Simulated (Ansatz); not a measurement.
**CH₅BClNO: up Jacob's ladder to CCSD(T)**

One table from this session's results is given with a row withheld; the runs are named, their logs left out.

Method: functionals in def2-TZVPP, the program's frozen cores in correlated methods; program: Ansatz 0.2.0, Gaussian basis.

The runs, in order: PBE-D4, r2SCAN-D4, PBE0-D4, B3LYP-D4, ωB97X-V, ωB97M-V, B2PLYP; CCSD(T)/def2-TZVPP; MP2/def2-QZVPP; extrapolation to the limit.

### Structure used throughout

All runs share one geometry, relaxed beforehand with PBE0-D4 in a triple-zeta def2 set.

SMILES `NCB(O)Cl`, 10 atoms, charge 0, spin multiplicity 1.

Atoms are counted from 1 here; the program's logs count them from 0.

Bond lengths: N1–C2 1.451 Å, N1–H6 1.012 Å, N1–H7 1.011 Å, C2–B3 1.572 Å, C2–H8 1.108 Å, C2–H9 1.099 Å, B3–O4 1.348 Å, B3–Cl5 1.767 Å, O4–H10 0.961 Å. Angles: C2–N1–H6 110.7°, C2–N1–H7 111.6°, H6–N1–H7 107.9°, N1–C2–B3 114.9°, N1–C2–H8 114.1°, N1–C2–H9 109.3°, B3–C2–H8 104.6°, B3–C2–H9 108.4°, H8–C2–H9 105.1°, C2–B3–O4 123.7°, C2–B3–Cl5 120.4°, O4–B3–Cl5 115.8°, B3–O4–H10 113.2°.

Geometry (Å):

```xyz
10
charge 0, multiplicity 1
N    -0.26427    1.36205    0.77394
C    -0.41523   -0.02124    0.36338
B     0.56130   -0.48153   -0.77928
O     0.30708   -1.51286   -1.60989
Cl    2.13339    0.29997   -0.98030
H     0.71437    1.61152    0.83565
H    -0.68473    1.52937    1.67769
H    -0.25580   -0.75491    1.17888
H    -1.44726   -0.18847    0.02610
H    -0.56565   -1.89511   -1.48328
```

The first run:

File in.yaml:

```yaml
crystal:
  periodic: [false, false, false]
  atoms:
    - {symbol: N, position_ang: [-0.264271, 1.362046, 0.773945]}
    - {symbol: C, position_ang: [-0.415229, -0.021238, 0.363384]}
    - {symbol: B, position_ang: [0.561300, -0.481528, -0.779275]}
    - {symbol: O, position_ang: [0.307078, -1.512864, -1.609891]}
    - {symbol: Cl, position_ang: [2.133390, 0.299975, -0.980297]}
    - {symbol: H, position_ang: [0.714368, 1.611521, 0.835646]}
    - {symbol: H, position_ang: [-0.684730, 1.529372, 1.677691]}
    - {symbol: H, position_ang: [-0.255797, -0.754908, 1.178880]}
    - {symbol: H, position_ang: [-1.447262, -0.188468, 0.026095]}
    - {symbol: H, position_ang: [-0.565648, -1.895109, -1.483277]}
basis:
  gaussian: {orbitals: def2-TZVPP}
hamiltonian: {xc: pbe, dispersion: d4}
output: {forces: true, orbitals: {seedname: orbitals}}
```

Launch:

```sh
ansatz run in.yaml --threads 4 --pin off --events-out ev --progress --plain --max-ram 10444MiB
```

Among the steps run: PBE-D4 (GGA); r2SCAN-D4 (meta-GGA); PBE0-D4 (hybrid); B3LYP-D4 (hybrid); ωB97X-V (range-separated); ωB97M-V (range-separated); B2PLYP (double hybrid); CCSD(T) in def2-TZVPP; MP2 in def2-QZVPP.

One table of the session follows, with a row left open; its other results are not shown here.

| method | atomisation energy (kcal/mol) |
| --- | --- |
| PBE-D4 | 944.3 |
| r2SCAN-D4 | 922.5 |
| PBE0-D4 | 924.2 |
| B3LYP-D4 | 919.7 |
| ωB97X-V | ? |
| ωB97M-V | 925.4 |
| B2PLYP | 910.5 |
| HF/def2-TZVPP | 658.0 |
| MP2/def2-TZVPP | 914.3 |
| CCSD/def2-TZVPP | 877.5 |
| CCSD(T)/def2-TZVPP | 892.3 |
| MP2/CBS | 939.9 |
| CCSD(T)/CBS | 917.9 |

Estimate the missing values for ωB97X-V.

As computed: atomisation energy (kcal/mol): 921.5. In the column «atomisation energy (kcal/mol)» it lies between B3LYP-D4 (919.7) and r2SCAN-D4 (922.5).

Limits of these values: Free atoms (1 N, 1 C, 1 B, 1 O, 1 Cl, 5 H) were run apart at each level; the atomisation energy is their sum less the molecule, without zero-point or spin-orbit terms.
